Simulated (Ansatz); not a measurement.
# Alloy of GaN and AlN (6 of 32 Ga sites exchanged), 64 atoms, part 1 of 2

Wanted: the relaxed alloy cell and its gap (PBEsol and HSE06).

Program: Ansatz 0.2.0, PAW, plane waves. These are calculated values, not measurements.

**1. The starting cell**

64 atoms (26 Ga, 6 Al, 32 N); a = 8.950 Å, b = 8.950 Å, c = 8.950 Å, α = 90.00°, β = 90.00°, γ = 90.00°. All atoms were shaken off their sites by about 0.02 Å along each axis.

The runs, in order: (2) PBEsol cell relaxation at the single k point (¼, ¼, ¼), on 1 × NVIDIA H100 80GB HBM3 with 2 threads of AMD EPYC 7R13; (3) HSE06 single point at the Γ point alone, on 1 × NVIDIA H100 80GB HBM3 with 2 threads of AMD EPYC 7R13.

**2. Relaxing cell and atoms with PBEsol**

Input file in.yaml:

```yaml
crystal:
  lattice:
    - [8.950490, 0.000000, 0.000000]
    - [0.000000, 8.950490, 0.000000]
    - [0.000000, 0.000000, 8.950490]
  atoms:
    - { symbol: Ga, position: [0.995643, 0.001189, 0.999316] }
    - { symbol: Ga, position: [0.996767, 0.504342, 0.999907] }
    - { symbol: Ga, position: [0.999063, 0.499842, 0.494724] }
    - { symbol: Ga, position: [0.498374, 0.999176, 0.000603] }
    - { symbol: Ga, position: [0.501821, 0.000202, 0.498486] }
    - { symbol: Ga, position: [0.501206, 0.496978, 0.500062] }
    - { symbol: Ga, position: [0.249329, 0.252542, 0.998299] }
    - { symbol: Ga, position: [0.251527, 0.248364, 0.499915] }
    - { symbol: Ga, position: [0.248073, 0.752745, 0.000218] }
    - { symbol: Ga, position: [0.246088, 0.749215, 0.501868] }
    - { symbol: Ga, position: [0.749789, 0.248025, 0.000633] }
    - { symbol: Ga, position: [0.746526, 0.249197, 0.498693] }
    - { symbol: Ga, position: [0.753923, 0.751342, 0.997075] }
    - { symbol: Ga, position: [0.748808, 0.752705, 0.491891] }
    - { symbol: Ga, position: [0.249283, 0.999300, 0.249193] }
    - { symbol: Ga, position: [0.248193, 0.995720, 0.747892] }
    - { symbol: Ga, position: [0.251868, 0.500589, 0.247534] }
    - { symbol: Ga, position: [0.250740, 0.501697, 0.748519] }
    - { symbol: Ga, position: [0.753203, 0.998992, 0.247822] }
    - { symbol: Ga, position: [0.747160, 0.000079, 0.752670] }
    - { symbol: Ga, position: [0.755734, 0.498093, 0.253349] }
    - { symbol: Ga, position: [0.998746, 0.251126, 0.250618] }
    - { symbol: Ga, position: [0.997053, 0.250595, 0.746173] }
    - { symbol: Ga, position: [0.002503, 0.751721, 0.247198] }
    - { symbol: Ga, position: [0.498957, 0.253918, 0.248646] }
    - { symbol: Ga, position: [0.501452, 0.744862, 0.250232] }
    - { symbol: Al, position: [0.001285, 0.998083, 0.498486] }
    - { symbol: Al, position: [0.501451, 0.500179, 0.998599] }
    - { symbol: Al, position: [0.745894, 0.500531, 0.750336] }
    - { symbol: Al, position: [0.996372, 0.753014, 0.749385] }
    - { symbol: Al, position: [0.498504, 0.248920, 0.749466] }
    - { symbol: Al, position: [0.498827, 0.748170, 0.748579] }
    - { symbol: N, position: [0.128245, 0.122791, 0.123422] }
    - { symbol: N, position: [0.126098, 0.125591, 0.624048] }
    - { symbol: N, position: [0.125295, 0.624790, 0.127421] }
    - { symbol: N, position: [0.123000, 0.621094, 0.621263] }
    - { symbol: N, position: [0.624956, 0.126405, 0.124874] }
    - { symbol: N, position: [0.621848, 0.125277, 0.626502] }
    - { symbol: N, position: [0.626296, 0.623935, 0.123390] }
    - { symbol: N, position: [0.621852, 0.624895, 0.627289] }
    - { symbol: N, position: [0.375891, 0.374806, 0.128450] }
    - { symbol: N, position: [0.378252, 0.375022, 0.628359] }
    - { symbol: N, position: [0.376157, 0.870797, 0.126588] }
    - { symbol: N, position: [0.377119, 0.873231, 0.622110] }
    - { symbol: N, position: [0.877789, 0.373296, 0.130596] }
    - { symbol: N, position: [0.877669, 0.376046, 0.624497] }
    - { symbol: N, position: [0.870577, 0.874958, 0.130475] }
    - { symbol: N, position: [0.871026, 0.876424, 0.621072] }
    - { symbol: N, position: [0.377119, 0.123661, 0.372958] }
    - { symbol: N, position: [0.374674, 0.124718, 0.872942] }
    - { symbol: N, position: [0.377911, 0.624737, 0.374634] }
    - { symbol: N, position: [0.373979, 0.626064, 0.871436] }
    - { symbol: N, position: [0.878407, 0.128046, 0.371920] }
    - { symbol: N, position: [0.875521, 0.124604, 0.869384] }
    - { symbol: N, position: [0.870455, 0.621524, 0.382792] }
    - { symbol: N, position: [0.874919, 0.626143, 0.873883] }
    - { symbol: N, position: [0.127248, 0.372833, 0.370407] }
    - { symbol: N, position: [0.120536, 0.375713, 0.882330] }
    - { symbol: N, position: [0.125533, 0.876749, 0.375513] }
    - { symbol: N, position: [0.127199, 0.873652, 0.872164] }
    - { symbol: N, position: [0.623508, 0.374796, 0.377093] }
    - { symbol: N, position: [0.623042, 0.374182, 0.878088] }
    - { symbol: N, position: [0.625807, 0.875490, 0.374363] }
    - { symbol: N, position: [0.623853, 0.881510, 0.872670] }
  symmetry: { detect: false }
kpoints:
  mp_grid: { grid: [1, 1, 1], shift: [0.25, 0.25, 0.25] }
hamiltonian:
  xc: pbesol
scf:
  occupations: { method: fermi_dirac, width: 0.01 }
relax:
  f_tol: 0.03
  max_steps: 80
  escape_saddle: false
  adjacent_minimum: "off"
  cell: { fix: [shape] }
output:
  forces: true
  eigenvalues: true
  populations: true
```

Command:

```sh
$ ansatz run in.yaml --threads 2 --pin off --max-ram 30400MiB --runs-dir r --events-out ev --progress --plain --backend cuda --devices 0, --max-vram 18GiB
```

What it wrote:

```text
Pseudopotentials: kind: paw
Functional definition: PBEsol
  exchange = pbesol_x
  correlation = pbesol_c
Crystal: 64 atoms, lattice volume = 717.035 Å³
Basis set: ecut = 420 eV, 13949 PW (Γ), exchange–correlation on 120×120×120 points (8 copies of the dense FFT grid, shifted against one another)
Bands: 322, of which v1, the nominal top of the filled ones, is band 258 counted from 1 (257 counted from 0)
Symmetry: 1 space group operations
k-points: 1
Non-local potential: Ga, projectors of the file, l = 0: 2, l = 1: 2, l = 2: 3, l = 3: 1
Non-local potential: Al, projectors of the file, l = 0: 2, l = 1: 2, l = 2: 1
Non-local potential: N, projectors of the file, l = 0: 2, l = 1: 2, l = 2: 1
PAW form: soft (Blöchl's): semilocal exchange-correlation on the pseudo side does not see the compensation charge
PAW frozen core: Ga, regenerated for the run's functional, and the local potential with it (the file was generated under x = pbe(κ = 0.804, μ = 0.2195149727645171), c = pbe(β = 0.06672455060314922))
PAW frozen core: Al, regenerated for the run's functional, and the local potential with it (the file was generated under x = pbe(κ = 0.804, μ = 0.2195149727645171), c = pbe(β = 0.06672455060314922))
PAW frozen core: N, regenerated for the run's functional, and the local potential with it (the file was generated under x = pbe(κ = 0.804, μ = 0.2195149727645171), c = pbe(β = 0.06672455060314922))
PAW one-centre angular grid: Ga, 590 points (default); XC on 64 Gauss nodes
PAW one-centre angular grid: Al, 110 points (default); XC on 64 Gauss nodes
PAW one-centre angular grid: N, 110 points (default); XC on 64 Gauss nodes
Initial density: superposition of atomic densities (neutral atoms: chi_scale 0, normalization atom), corrected by the library's trained network
Initial wavefunctions: pseudopotential atomic-orbital guess
Functional: x = pbesol(κ = 0.804, μ = 0.12345679012345678), c = pbesol(β = 0.046)
SCF iter   1: F=—  HF=-112628.076427 eV  |F-HF|=—  |Δ(HF+E_count)|=         —  Δρ=1.19e-2  dr2=9.90e-1  ethr=1.77e-3  ⟨swp⟩=6.0  Hψ=1114  notcnv=0  defer=34
preconditioner: auto → Resta (q_TF=auto, 2.583 Å⁻¹)  ε∞=4.8  [insulator: Δε(μ)=3.226 eV  Ē_g=16.198 eV  σ=0.010 eV  W_gap=1.00  n_scr=202 (ndim 8)  ℏωp=31.5 eV  f_vac=0.000  D(μ)=0.00/eV (n_scr^D=0)  ε∞_Penn≈4.8]
SCF iter   2: F=—  HF=-112627.796819 eV  |F-HF|=—  |Δ(HF+E_count)|=   2.80e-1  Δρ=2.10e-3  dr2=2.95e-2  ethr=1.92e-4  ⟨swp⟩=2.0  Hψ=465  notcnv=0  defer=60
SCF iter   3: F=—  HF=-112627.792364 eV  |F-HF|=—  |Δ(HF+E_count)|=   4.46e-3  Δρ=9.80e-4  dr2=5.98e-3  ethr=5.72e-6  ⟨swp⟩=2.0  Hψ=362  notcnv=0  defer=60
SCF iter   4: F=—  HF=-112627.792414 eV  |F-HF|=—  |Δ(HF+E_count)|=   4.97e-5  Δρ=2.46e-4  dr2=4.28e-4  ethr=1.16e-6  ⟨swp⟩=3.0  Hψ=524  notcnv=0  defer=60
SCF iter   5: F=—  HF=-112627.791541 eV  |F-HF|=—  |Δ(HF+E_count)|=   8.73e-4  Δρ=1.23e-4  dr2=7.00e-5  ethr=8.30e-8  ⟨swp⟩=2.0  Hψ=520  notcnv=0  defer=60
SCF iter   6: F=—  HF=-112627.792089 eV  |F-HF|=—  |Δ(HF+E_count)|=   5.49e-4  Δρ=3.29e-5  dr2=8.12e-6  ethr=1.36e-8  ⟨swp⟩=2.0  Hψ=520  notcnv=0  defer=60
SCF iter   7: F=—  HF=-112627.792088 eV  |F-HF|=—  |Δ(HF+E_count)|=   1.06e-6  Δρ=8.65e-6  dr2=3.82e-7  ethr=1.57e-9  ⟨swp⟩=2.0  Hψ=520  notcnv=0  defer=60
SCF iter   8: F=-112627.792088 eV  HF=-112627.792088 eV  |F-HF|=1.25e-8  |Δ(HF+E_count)|=   1.33e-7  Δρ=2.44e-6  dr2=3.64e-8  ethr=1.94e-11  ⟨swp⟩=16.0  Hψ=1525  notcnv=0
SCF 1 converged in 8 iterations: F = -112627.792088 eV  dr2 = 3.64e-8
relax step   1: F+E_penalty+E_count = -112627.79208836 eV  Δ(F+E_penalty+E_count) = +0.000e0 eV  max|allowed force component| = 1.751e0 eV/Å  Δτ_max = 0.0000 Å  P = +0.614 GPa  Ω = 717.035 Å³  fix = [alpha, beta, gamma, b/a, c/a]  reactions: b/a +0.083, c/a -0.077 GPa; alpha +0.735, beta +0.298, gamma +1.066 GPa/rad  (8 SCF iters, dr2 threshold 1.00e-7 eV, accepted)
[... 12 lines left out ...]
relax step   2: F+E_penalty+E_count = -112628.75051457 eV  Δ(F+E_penalty+E_count) = -9.584e-1 eV  max|allowed force component| = 9.489e-1 eV/Å  Δτ_max = 0.0619 Å  P = +0.050 GPa  Ω = 717.622 Å³  energy of the carried Pulay correction = -1.864e-3 eV  fix = [alpha, beta, gamma, b/a, c/a]  reactions: b/a +0.038, c/a -0.030 GPa; alpha +0.611, beta +0.307, gamma +0.812 GPa/rad  (6 SCF iters, dr2 thresh [...]
[... 7 lines left out ...]
relax step   3: F+E_penalty+E_count = -112629.12038247 eV  Δ(F+E_penalty+E_count) = -3.699e-1 eV  max|allowed force component| = 2.888e-2 eV/Å  Δτ_max = 0.0492 Å  P = -0.071 GPa  Ω = 717.267 Å³  energy of the carried Pulay correction = -7.366e-4 eV  fix = [alpha, beta, gamma, b/a, c/a]  reactions: b/a +0.029, c/a -0.023 GPa; alpha +0.373, beta +0.353, gamma +0.364 GPa/rad  (6 SCF iters, dr2 thresh [...]
[... 10 lines left out ...]
relax step   4: F+E_penalty+E_count = -112629.12177152 eV  Δ(F+E_penalty+E_count) = -1.389e-3 eV  max|allowed force component| = 1.510e-2 eV/Å  Δτ_max = 0.0042 Å  P = +0.003 GPa  Ω = 716.991 Å³  energy of the carried Pulay correction = +1.390e-4 eV  fix = [alpha, beta, gamma, b/a, c/a]  reactions: b/a +0.029, c/a -0.024 GPa; alpha +0.362, beta +0.364, gamma +0.355 GPa/rad  (6 SCF iters, dr2 thresh [...]
[... 9 lines left out ...]
relax step   5: F+E_penalty+E_count = -112629.12177153 eV  Δ(F+E_penalty+E_count) = -2.707e-9 eV  max|allowed force component| = 1.509e-2 eV/Å  Δτ_max = 0.0000 Å  P = +0.005 GPa  Ω = 716.991 Å³  fix = [alpha, beta, gamma, b/a, c/a]  reactions: b/a +0.029, c/a -0.024 GPa; alpha +0.366, beta +0.367, gamma +0.358 GPa/rad  stress off target by 4.64e-3 GPa on what of the cell is left free  SCF on the b [...]
SCF converged after 4 iterations
Free energy (F): -112629.121772 eV
Harris-Foulkes:  -112629.121772 eV  (|F-HF|=2.76e-10)
Internal energy: -112629.121772 eV  (E = F + TS)
E sigma→0 (E₀):  -112629.121772 eV
Fermi energy:    10.647496 eV
--- Per-component energies (eV) ---
  E_band       = -174.591771
  E_kinetic    = 7364.754869
  E_local      = -56351.088180  (includes V_loc(G=0)·N_el)
  E_nonlocal   = 12695.794237
  E_hartree    = 25871.049288
  E_xc         = -3924.003615
  E_vxc        = -4125.062395  (∫ρ·V_xc dr)
  E_paw        = -57439.673097  (= ΣΔE_a)
  E_vpaw       = -11501.091520  (= ΣTr[D̂ρ^β])
  E_aug_tail   = 0.001462  (compensation charges beyond the density's cutoff)
  E_ewald      = -40869.408156
  E_core_change = 23.451420  (= ΣΔE_core)
  E_smearing   = -0.000000  (= −TS)
  E_closure    = 0.000000  (closes the sum)
  Σ components = -112629.121772   (vs F -112629.121772, Δ=0.00e0)
--- Forces (eV/Å), atoms counted from 1 ---
  atom   1  Ga     0.00167835     0.00104640     0.00027572
  atom   2  Ga     0.00423982    -0.00376064     0.00192877
  atom   3  Ga     0.00291856    -0.00203661     0.00015900
  atom   4  Ga    -0.00256557     0.00142612     0.00118509
  atom   5  Ga    -0.00243356     0.00198899    -0.00058588
  atom   6  Ga    -0.00336880    -0.00217470    -0.00248217
  atom   7  Ga     0.00132325     0.00070613    -0.00039457
  atom   8  Ga     0.00088535    -0.00071325    -0.00096341
  atom   9  Ga     0.00007414    -0.00064582     0.00078902
  atom  10  Ga     0.00220215    -0.00079648     0.00002620
  atom  11  Ga     0.00014133    -0.00191415     0.00260607
  atom  12  Ga    -0.00086875    -0.00114741    -0.00231014
  atom  13  Ga    -0.00300146    -0.00047541     0.00093371
  atom  14  Ga     0.00001826     0.00147800    -0.00283558
  atom  15  Ga     0.00213358     0.00239666     0.00125333
  atom  16  Ga     0.00182496     0.00188024    -0.00161950
  atom  17  Ga    -0.00002014    -0.00291304     0.00243556
  atom  18  Ga     0.00202318    -0.00333735    -0.00015738
  atom  19  Ga    -0.00039049     0.00197492     0.00096364
  atom  20  Ga    -0.00128777     0.00354915     0.00033364
  atom  21  Ga    -0.00149592    -0.00314289     0.00027429
  atom  22  Ga     0.00165811    -0.00061443     0.00226933
  atom  23  Ga     0.00246266    -0.00140509    -0.00031100
  atom  24  Ga     0.00263973    -0.00013039    -0.00047877
  atom  25  Ga    -0.00174929    -0.00048889     0.00065157
  atom  26  Ga    -0.00248195     0.00033754     0.00232618
  atom  27  Al    -0.00204731     0.00535861     0.00213985
  atom  28  Al    -0.01509125     0.01133012     0.00090663
  atom  29  Al     0.00273713     0.00341854     0.00490503
  atom  30  Al     0.01303726     0.00182701     0.00164857
  atom  31  Al     0.00562749    -0.00196522     0.00027894
  atom  32  Al    -0.00229482     0.00991958    -0.00393108
  atom  33  N     -0.00182026    -0.00082123    -0.00062147
  atom  34  N     -0.00123013    -0.00204130     0.00018464
  atom  35  N     -0.00197397     0.00110562    -0.00091673
  atom  36  N     -0.00618559     0.00008954    -0.00314624
  atom  37  N      0.00146764    -0.00039221    -0.00140285
  atom  38  N     -0.00021714    -0.00119651    -0.00086495
  atom  39  N      0.00812438    -0.00313689    -0.00201777
  atom  40  N      0.00194782    -0.00705800     0.00076023
  atom  41  N      0.00434887    -0.00488117    -0.00063568
  atom  42  N     -0.00122284    -0.00093202     0.00283729
  atom  43  N     -0.00053852    -0.00016056    -0.00236471
  atom  44  N     -0.00214888    -0.00273169    -0.00006018
  atom  45  N     -0.00223165     0.00208769    -0.00270962
  atom  46  N     -0.00437675     0.00129138    -0.00080088
  atom  47  N      0.00084675    -0.00150755     0.00041919
  atom  48  N     -0.00092471    -0.00730680     0.00012246
  atom  49  N     -0.00032912    -0.00089223     0.00053579
  atom  50  N     -0.00097853     0.00246849    -0.00179331
  atom  51  N      0.00030351     0.00222802    -0.00159087
  atom  52  N      0.00515426    -0.00166035    -0.00592182
  atom  53  N      0.00183790    -0.00128240    -0.00204395
  atom  54  N     -0.00140388    -0.00077611    -0.00064343
  atom  55  N     -0.00070791     0.00047646     0.00200300
  atom  56  N     -0.00193641     0.00285502    -0.00159785
  atom  57  N     -0.00003965     0.00129102    -0.00194811
  atom  58  N     -0.00198208     0.00099711     0.00041925
  atom  59  N     -0.00223209    -0.00015571    -0.00054248
  atom  60  N     -0.00330458     0.00229903     0.00455003
  atom  61  N      0.00146511     0.00202182     0.00170078
  atom  62  N     -0.00167215     0.00309120     0.00357260
  atom  63  N      0.00072396    -0.00199521    -0.00163015
  atom  64  N      0.00270850    -0.00434890     0.00392770
  max |Σ_I F_I| component: 1.77e-6 eV/Å
--- Stress (GPa, compression-positive) ---
       -0.000205      -0.358113      -0.367191
       -0.358113       0.033526      -0.365926
       -0.367191      -0.365926      -0.019416
  P = ⅓ Tr σ = 0.0046 GPa (0.046 kbar)
--- Band table (eV) ---
  k-point 0: bands = [... 246 lower levels ..., "8.2096", "8.2737", "8.2797", "8.3384", "8.3508", "8.3811", "8.3943", "8.5693", "8.6010", "8.6570", "8.9859", "8.9910", "12.2993", "13.0956", "13.1030", "13.1109", "13.6487", "13.6944", "13.7201", "13.9751", "14.0139", "14.0357", "14.0887", "14.4029", ... 52 higher levels ...]
--- Relaxed structure (4 steps of the walk, 4 accepted, 1 SCFs on fresh bases) ---
  F+E_penalty+E_count = -112629.12177153 eV   max|allowed force component| = 1.509e-2 eV/Å   (the final SCF, on the basis selected at the relaxed cell)
  cell:  # Å, volume = 716.9914 Å³
    - [8.950307826483904, 1.913764729309631e-143, -3.629753344153221e-144]
    - [1.913764729309631e-143, 8.950307826483904, 2.0891157374062037e-143]
    - [-3.629753344153221e-144, 2.0891157374062037e-143, 8.950307826483904]
  atoms:
    - { symbol: Ga, position: [0.9998269498188412, -0.0009930398829882166, 0.9983213989514074] }
    - { symbol: Ga, position: [0.9988658350676867, 0.500907585604652, 0.9975420752558057] }
[... 62 atoms left out; the next input holds them all, rounded ...]
--- Löwdin populations: 64 sites ---
  site symbol       q [e]
     0     Ga     12.2694
     1     Ga     12.2732
     2     Ga     12.2720
     3     Ga     12.2724
     4     Ga     12.2716
     5     Ga     12.2763
     6     Ga     12.2731
     7     Ga     12.2717
     8     Ga     12.2762
     9     Ga     12.2756
    10     Ga     12.2783
    11     Ga     12.2757
    12     Ga     12.2806
    13     Ga     12.2804
    14     Ga     12.2690
    15     Ga     12.2768
    16     Ga     12.2680
    17     Ga     12.2799
    18     Ga     12.2688
    19     Ga     12.2796
    20     Ga     12.2694
    21     Ga     12.2676
    22     Ga     12.2722
    23     Ga     12.2691
    24     Ga     12.2686
    25     Ga     12.2675
    26     Al      1.9121
    27     Al      1.9205
    28     Al      1.9232
    29     Al      1.9154
    30     Al      1.9161
    31     Al      1.9162
    32      N      5.6978
    33      N      5.7725
    34      N      5.6979
    35      N      5.7721
    36      N      5.6979
    37      N      5.7726
    38      N      5.7725
    39      N      5.8450
    40      N      5.7714
    41      N      5.7724
    42      N      5.6978
    43      N      5.7724
    44      N      5.6975
    45      N      5.7721
    46      N      5.6983
    47      N      5.8450
    48      N      5.6986
    49      N      5.7718
    50      N      5.6967
    51      N      5.8462
    52      N      5.7703
    53      N      5.6992
    54      N      5.6992
    55      N      5.8443
    56      N      5.6968
    57      N      5.6996
    58      N      5.7729
    59      N      5.7718
    60      N      5.6991
    61      N      5.9148
    62      N      5.6973
    63      N      5.7739
  spilling = 0.002491 (of n_electrons = 516.000000)
```

It took 34 s on 1 × NVIDIA H100 80GB HBM3 with 2 threads of AMD EPYC 7R13, shared host; peak host memory 1.2 GiB.

Step by step (solves on a freshly chosen basis count as rows, and their energies jump a little):

```csv
accepted step,energy change (eV),largest force component (eV/Å),SCF cycles,pressure (GPa)
1,0.000,1.751,8,0.61
2,-0.958,0.949,6,0.05
3,-1.328,0.029,6,-0.07
4,-1.330,0.015,6,0.00
5,-1.330,0.015,4,0.00
```

Largest shifts, less the median shift:

```csv
atom,shift (Å),dx,dy,dz
Ga14,0.096,0.015,-0.027,0.091
N48,0.095,0.087,-0.011,0.034
N64,0.091,-0.016,-0.088,-0.020
N58,0.089,0.042,-0.008,-0.078
N55,0.086,0.033,0.029,-0.074
N36,0.083,-0.002,0.056,0.061
N53,0.080,-0.009,-0.054,0.058
N41,0.080,0.023,0.031,-0.070
```

|  | before | after | change |
| --- | --- | --- | --- |
| a (Å) | 8.950 | 8.950 | -0.00 % |
| b (Å) | 8.950 | 8.950 | -0.00 % |
| c (Å) | 8.950 | 8.950 | -0.00 % |
| volume (Å³/atom) | 11.204 | 11.203 | -0.01 % |

Bonds in the relaxed cell, counted within a distance cut:

```csv
pair,count,mean (Å),spread (Å),least,most
Al–N,24,1.898,0.004,1.892,1.910
Ga–N,104,1.947,0.004,1.940,1.962
```

At the single k point (¼, ¼, ¼) the filled levels end at 8.991 eV and the empty ones begin at 12.299 eV, a spacing of 3.31 eV.

(Continued in part 2 of 2.)
